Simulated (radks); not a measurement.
# Cd²⁺ in [Kr] 4d10: an all-electron calculation

The task here is to estimate one member of a computed series from the others.

The numbers are computed with radks (a radial shooting solver on a logarithmic mesh, Libxc functionals) version 1 (Dirac Kohn-Sham, PBE, spin-unpolarised, spherical densities, finite nucleus), except any that are marked as measured or tabulated.

### The atom as given

```
element            : cadmium (Z = 48)
charge             : +2
electrons          : 46
configuration      : [Kr] 4d10
nuclear rms radius : 4.6087 fm
```

The outer shells:

Cd²⁺
```
[Kr] core
4d [↑↓][↑↓][↑↓][↑↓][↑↓]
```

The first run:

Settings of this run:

```text
Z 48
configuration [Kr] 4d10 5s0 5p0 4f0 5d0
relativity Dirac
functional pbe,pbe
spin unpolarised
j_filling average
nucleus finite rms 4.6087 fm
c 137.035999084
```

One table of the session follows, with a row left open; its other results are not shown here.

It belongs to the step «Orbitals and density». From the orbitals of this run (lengths in bohr):

```
level      <r>  outermost maximum (interpolated)  90 % within  nodes
1s1/2  0.03040                            0.0197       0.0546      0
2s1/2   0.1313                             0.111        0.203      1
2p1/2   0.1112                            0.0860        0.182      0
2p3/2   0.1164                            0.0903        0.189      0
3s1/2   0.3581                             0.324        0.527      2
3p1/2   0.3494                             0.310        0.526      1
3p3/2   0.3604                             0.320        0.542      1
3d3/2   0.3327                             0.264        0.526      0
3d5/2   0.3362                             0.267        0.531      0
4s1/2   0.8796                             0.796         1.28      3
4p1/2   0.9393                             0.829         1.39      2
4p3/2   0.9700                             0.854         1.43      2
4d3/2    1.242                             0.974         1.96      1
4d5/2    1.259                             0.985         1.99      1
5s1/2        ?                                 ?            ?      ?
5p1/2    2.949                              2.55         4.32      3
5p3/2    3.032                              2.64         4.44      3
```

Estimate the missing values for 5s1/2.

As computed: <r>: 2.471; outermost maximum (interpolated): 2.15; 90 % within: 3.60; nodes: 4. In the column «<r>» it lies between 4d5/2 (1.259) and 5p1/2 (2.949).
